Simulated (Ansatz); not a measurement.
I need a comparison of functionals at one structure of VOs, space group Pm-3m. Use Ansatz's Python interface. Use (first run): BLYP, PAW, cutoff 380 eV, 8×8×8 k-points, Fermi-Dirac smearing of 0.1 eV, collinear spin. The script varies functional: blyp, pbesol, lda.

```cif
data_structure
_symmetry_space_group_name_H-M 'P 1'
_symmetry_Int_Tables_number 1
_cell_length_a 3.0166
_cell_length_b 3.0166
_cell_length_c 3.0166
_cell_angle_alpha 90.000
_cell_angle_beta 90.000
_cell_angle_gamma 90.000
_cell_volume 27.45
loop_
_atom_site_label
_atom_site_type_symbol
_atom_site_fract_x
_atom_site_fract_y
_atom_site_fract_z
_atom_site_occupancy
V1 V 0.00000 0.00000 0.00000 1
Os1 Os 0.50000 0.50000 0.50000 1
```

`xc_vos.py`:
```python
import ansatz as az

config = {
    'scf_tol': 1e-06,
    'k_spacing': 0.29,
    'cutoff': 380,
}


def main() -> None:
    system = (
        az.Lattice.cubic(3.01657)
        .space_group(221)
        .atom('V', [0.0, 0.0, 0.0])
        .atom('Os', [0.5, 0.5, 0.5])
        .moments(V=2.0)
    )

    setup = (
        system.calculation()
        .spin(az.SpinTreatment.COLLINEAR)
        .occupations(az.OccupationsMethod.FERMI_DIRAC)
        .scf(tolerance=config['scf_tol'])
        .kpoints(spacing=config['k_spacing'])
        .basis(config['cutoff'])
    )

    rows = []
    for value in ['blyp', 'pbesol', 'lda']:
        rep = setup.functional(value).run(threads=1).report
        rows.append((value, rep['free_energy_ev'] / len(rep['lattice']['sites']), rep['n_iterations'], rep['magnetization_mub'], rep['n_kpoints']))

    print('  functional   F/atom (eV)    iterations  moment (muB)      k-points')
    for row in rows:
        print(f'{str(row[0]):>12s}  {row[1]:12.5f}  {row[2]:12d}  {row[3]:12.3f}  {row[4]:12d}')


if __name__ == '__main__':
    main()
```

```console
$ python xc_vos.py
DeckWarning: basis.ecutwfc = 380 eV is below the records' recommended 420 eV, and the density's cutoff is lower with it unless basis.ecutrho_ratio is high enough to keep the records' density cutoff: compare with a run at a higher cutoff
RunWarning: the starting moments were not kept: the SCF closed with an absolute magnetisation of 6.4e-6 μB, where they sum to 2 μB in size (1 site). That is at most 0.1 of that sum. Measured as dr2_m [...]
  functional   F/atom (eV)    iterations  moment (muB)      k-points
        blyp   -7164.43034            13         0.000            35
      pbesol   -7068.40390            13         0.000            35
         lda   -6989.67696            12         0.000            35
```
(Warnings from the package without file and line, shortened, repeats left out.)

The cutoff lies under the one recommended for these potentials. The SCF didn't keep the moments it started from (some shrank, vanished or turned); what is printed is the state reached. BLYP can be off by several per cent in the lattices of metals, and by several GPa in the pressure at a fixed cell. For a metal this k-point mesh is coarse: on a finer one energies can move by several to tens of meV an atom and pressures by half a GPa or more, differences at one mesh by less. Spin-orbit coupling, which matters for elements this heavy, is left out. This cell is a computed structure, which may not be the phase found in nature. Total energies of different functionals can't be compared; pressures, moments and gaps at this one structure can. Timing: 18 s on 1 thread of Arm Neoverse V2, on a shared host, peak memory 0.38 GiB.

(Lines on the test bed's own set-up are left out of the output.)
